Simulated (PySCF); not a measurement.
# The bond of CaSb+, level by level

The task here is to estimate one member of a computed series from the others.

Program: PySCF 2.14.0. Level of theory: Ca x2c-SVPall, Sb x2c-SVPall, spin-free X2C with a Gaussian nucleus. These are calculated values, not measurements.

4 further runs of the same task are left out: 4 that didn't finish.

The first run:

A driver script around PySCF takes these settings:

```
atoms                         : Ca, Sb
charge                        : 1
basis                         : Ca x2c-SVPall, Sb x2c-SVPall
Hamiltonian                   : spin-free X2C with a Gaussian nucleus
basis functions               : 60
electrons treated             : 70
masses in u                   : 39.9626, 120.9038
levels                        : PBE0, PBE, HF, MP2, SCS-MP2
grid                          : 80 radial by 434 angular points
occupations                   : held fixed by the projection of orbital angular momentum
dissociation limit            : Ca+ + Sb, each in its ground configuration
starting distance in angstrom : 3.055
values of 2S to try           : 0, 2, 4
```

Started as:

```
$ OMP_NUM_THREADS=1 python dia.py task.json out
```

Steps of the session up to this table: Set-up; First curve: PBE0; PBE; ROHF.

One of the session's tables, all rows but one given; the rest of the session is left out.

| level | Re (Å) | ωe (cm⁻¹) | De (eV) |
| --- | --- | --- | --- |
| ROHF | 3.050 | 203.6 | 0.174 |
| ROHF-MP2 | 3.062 | 193.2 | 0.78 |
| ROHF-SCS-MP2 | 3.077 | 187.4 | 0.78 |
| PBE | ? | ? | ? |
| PBE0 | 2.961 | 213.8 | 1.56 |

**Question.** Estimate the row for PBE.

The run gave: Re (Å): 2.964; ωe (cm⁻¹): 212.2; De (eV): 1.81. In the column «Re (Å)» it lies between PBE0 (2.961) and ROHF (3.050).

De is counted to Ca+ + Sb in their ground configurations.
